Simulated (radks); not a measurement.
# Si⁴⁺ in [Ne]: an all-electron calculation

One table from this session's results is given with a row withheld; the runs are named, their logs left out.

Program: radks (a radial shooting solver on a logarithmic mesh, Libxc functionals) version 1. Level of theory: Dirac Kohn-Sham, PBE, spin-unpolarised, spherical densities, finite nucleus. These are calculated values, not measurements, unless marked.

### What is computed

* element: silicon (Z = 14)
* charge: +4
* electrons: 10
* configuration: [Ne]
* nuclear rms radius: 3.1224 fm

Outer shells as boxes (Hund's rule):

Si⁴⁺
```
[He] core
2s [↑↓]
2p [↑↓][↑↓][↑↓]
```

The first run:

The run's settings:

```text
Z 14
configuration [Ne] 3s0 3p0 3d0
relativity Dirac
functional pbe,pbe
spin unpolarised
j_filling energy
nucleus finite rms 3.1224 fm
c 137.035999084
```

One table of the session follows, with a row left open; its other results are not shown here.

It belongs to the step «Radial structure». From the orbitals of this run (lengths in bohr):

| level | <r> | outermost maximum (interpolated) | 90 % within | nodes |
| --- | --- | --- | --- | --- |
| 1s1/2 | 0.1113 | 0.0726 | 0.199 | 0 |
| 2s1/2 | 0.5641 | 0.453 | 0.888 | 1 |
| 2p1/2 | ? | ? | ? | ? |
| 2p3/2 | 0.5319 | 0.387 | 0.891 | 0 |
| 3s1/2 | 1.724 | 1.54 | 2.54 | 2 |

**Question.** Estimate the row for 2p1/2.

The run gave: <r>: 0.5297; outermost maximum (interpolated): 0.385; 90 % within: 0.888; nodes: 0. In the column «<r>» it lies between 1s1/2 (0.1113) and 2p3/2 (0.5319).
